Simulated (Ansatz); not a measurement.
## MgBr₂O₂, space group C2/m: a charge-density difference against the sublattices, step by step

With Ansatz 0.2.0, Python API.

The cells in order, each with its output:

```python
import ansatz
import numpy as np
```

```python
vectors0 = np.array([
    [3.90799, -4.3948, 0.0],
    [3.90799, 4.3948, 0.0],
    [-0.4272, 0.0, 3.79676],
])
sites = [
    ("Mg", (0.0, 0.0, 0.0)),
    ("Br", (0.23771, 0.23771, 0.5564)),
    ("Br", (0.76229, 0.76229, 0.4436)),
    ("O", (0.22821, 0.77179, 0.0)),
    ("O", (0.77179, 0.22821, 0.0)),
]


def crystal_on(cell):
    crystal = ansatz.Crystal(lattice=ansatz.Lattice.of(cell))
    for symbol, position in sites:
        crystal = crystal.atom(symbol, position)
    return crystal
```

```python
def solve(crystal):
    return (
        crystal.calculation()
        .functional("lda")
        .occupations("fermi_dirac")
        .scf(tolerance=1e-09)
        .basis(460, grid_basis="typed")
        .kpoints(4, 4, 6)
        .density()
        .run(threads=1)
    )
```

```python
whole = solve(crystal_on(vectors0))
difference = whole.density().channels[0].density_e_per_ang3.copy()
binding = whole.report["free_energy_ev"]
for element in ["Mg", "Br", "O"]:
    part = ansatz.Crystal(lattice=ansatz.Lattice.of(vectors0))
    for symbol, position in sites:
        if symbol == element:
            part = part.atom(symbol, position)
    alone = solve(part)
    difference -= alone.density().channels[0].density_e_per_ang3
    binding -= alone.report["free_energy_ev"]
    print(f"{element} sublattice: {alone.report['n_electrons']:g} electrons, {alone.report['n_iterations']} iterations")
```

    Mg sublattice: 10 electrons, 6 iterations
    Br sublattice: 14 electrons, 9 iterations
    O sublattice: 12 electrons, 11 iterations

```python
voxel = abs(np.linalg.det(vectors0)) / difference.size
print(f"energy of the crystal less its unpolarised sublattices: {binding / len(sites):.4f} eV/atom")
print(f"net charge of the difference {difference.sum() * voxel:.5f} e, charge rearranged {0.5 * np.abs(difference).sum() * voxel:.3f} e")
print(f"extremes {difference.min():.4f} and {difference.max():.4f} e/A^3")
for (symbol, position) in sites:
    index = tuple(int(round(p * n)) % n for p, n in zip(position, difference.shape))
    print(f"  change of the pseudo-density at the grid point nearest {symbol}: {difference[index]:+.4f} e/A^3")
```

    energy of the crystal less its unpolarised sublattices: -2.4526 eV/atom
    net charge of the difference -0.00000 e, charge rearranged 0.885 e
    extremes -0.2374 and 0.5884 e/A^3
      change of the pseudo-density at the grid point nearest Mg: -0.0299 e/A^3
      change of the pseudo-density at the grid point nearest Br: -0.0075 e/A^3
      change of the pseudo-density at the grid point nearest Br: -0.0075 e/A^3
      change of the pseudo-density at the grid point nearest O: -0.0152 e/A^3
      change of the pseudo-density at the grid point nearest O: -0.0152 e/A^3

Notes:
- Grid values close to the nuclei reflect the PAW or pseudopotential construction, not the all-electron fields.
- This cell is a computed structure, which may not be the phase found in nature.
- Charge moved counts every rearrangement, bonding and polarisation too, and is no transfer between atoms; the bare sublattices are artificial references. Values near the nuclei depend on the potentials.
- Hardware and time: 19 s on 1 thread of Arm Neoverse V1 (shared host), peak memory 0.45 GiB.
